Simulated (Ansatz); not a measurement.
# AlClH₄N₂: vertical ionisation energy

One table from this session's results is given with a row withheld; the runs are named, their logs left out.

Computed with Ansatz 0.2.0, Gaussian basis. Level: unrestricted cation, the program's frozen cores in correlated methods.

Levels to be run: UKS PBE-D4/def2-TZVPP; UKS r2SCAN-D4/def2-TZVPP; UKS PBE0-D4/def2-TZVPP; UKS B3LYP-D4/def2-TZVPP; UKS wB97X-V/def2-TZVPP; UKS wB97M-V/def2-TZVPP; UKS B2PLYP/def2-TZVPP; UHF-CCSD(T)/def2-TZVPP; UHF-MP2/def2-QZVPP; extrapolation to the limit; then −ε(HOMO) from the neutral's earlier runs with LDA (SPW92), PBE-D4, revPBE-D4, BLYP-D4, r2SCAN-D4, B97M-V, PBE0-D4, B3LYP-D4, r2SCANh-D4, r2SCAN0-D4, HSE06-D4, BHLYP-D4, CAM-B3LYP-D4, LC-ωPBE, ωB97X-V, ωB97M-V.

**Structure used throughout**

The geometry comes from an earlier relaxation with PBE0-D4 in a triple-zeta def2 set; it is a stationary point, not always the lowest conformer.

SMILES `[NH2][Al]([NH2])[Cl]`, 8 atoms, charge 0, spin multiplicity 1.

Atoms are counted from 1 here; the program's logs count them from 0.

Bond lengths: N1–Al2 1.758 Å, N1–H5 1.006 Å, N1–H6 1.006 Å, Al2–N3 1.758 Å, Al2–Cl4 2.099 Å, N3–H7 1.006 Å, N3–H8 1.006 Å. Angles: Al2–N1–H5 123.6°, Al2–N1–H6 125.8°, H5–N1–H6 110.6°, N1–Al2–N3 123.5°, N1–Al2–Cl4 118.2°, N3–Al2–Cl4 118.2°, Al2–N3–H7 125.8°, Al2–N3–H8 123.6°, H7–N3–H8 110.6°.

The first run:

File in.yaml:

```yaml
crystal:
  periodic: [false, false, false]
  atoms:
    - {symbol: N, position_ang: [-0.490331, 1.487443, -0.172881]}
    - {symbol: Al, position_ang: [-0.217329, -0.236934, -0.376950]}
    - {symbol: N, position_ang: [0.829588, -1.184299, 0.670004]}
    - {symbol: Cl, position_ang: [-1.193692, -1.217166, -1.955114]}
    - {symbol: H, position_ang: [-1.089700, 2.030537, -0.771435]}
    - {symbol: H, position_ang: [-0.082640, 2.067595, 0.540633]}
    - {symbol: H, position_ang: [1.349833, -0.832960, 1.456005]}
    - {symbol: H, position_ang: [0.986471, -2.171416, 0.554037]}
basis:
  gaussian: {orbitals: def2-TZVPP}
total_charge: 1
magnetization: {spin_polarized: true, initial_magnetization: 1}
hamiltonian: {xc: pbe, dispersion: d4}
```

Run with:

```console
> ansatz run in.yaml --threads 4 --pin off --events-out ev --progress --plain --max-ram 10444MiB
```

Among the steps run: Cation, UKS PBE-D4/def2-TZVPP; Cation, UKS r2SCAN-D4/def2-TZVPP; Cation, UKS PBE0-D4/def2-TZVPP; Cation, UKS B3LYP-D4/def2-TZVPP; Cation, UKS wB97X-V/def2-TZVPP; Cation, UKS wB97M-V/def2-TZVPP; Cation, UKS B2PLYP (frozen core)/def2-TZVPP; Cation, UHF-CCSD(T)/def2-TZVPP; Cation, UHF-MP2/def2-QZVPP.

One table of the session follows, with a row left open; its other results are not shown here.

It belongs to the step «Ionisation energies side by side». Orbital estimates, from the neutral's runs:

| functional | −ε(HOMO) (eV) |
| --- | --- |
| LDA (SPW92) | 6.01 |
| PBE-D4 | 5.83 |
| revPBE-D4 | 5.76 |
| BLYP-D4 | 5.69 |
| r2SCAN-D4 | 6.14 |
| B97M-V | 6.17 |
| PBE0-D4 | ? |
| B3LYP-D4 | 7.01 |
| r2SCANh-D4 | 6.67 |
| r2SCAN0-D4 | 7.48 |
| HSE06-D4 | 6.85 |
| BHLYP-D4 | 8.60 |
| CAM-B3LYP-D4 | 8.72 |
| LC-ωPBE | 10.18 |
| ωB97X-V | 9.76 |
| ωB97M-V | 9.65 |

Q: Estimate the row for PBE0-D4 from the others.

As computed: −ε(HOMO) (eV): 7.26. In the column «−ε(HOMO) (eV)» it lies between B3LYP-D4 (7.01) and r2SCAN0-D4 (7.48).

Caveats from the session: The cation may have settled in a state other than its lowest; no search over hole states beyond the program's own was made.
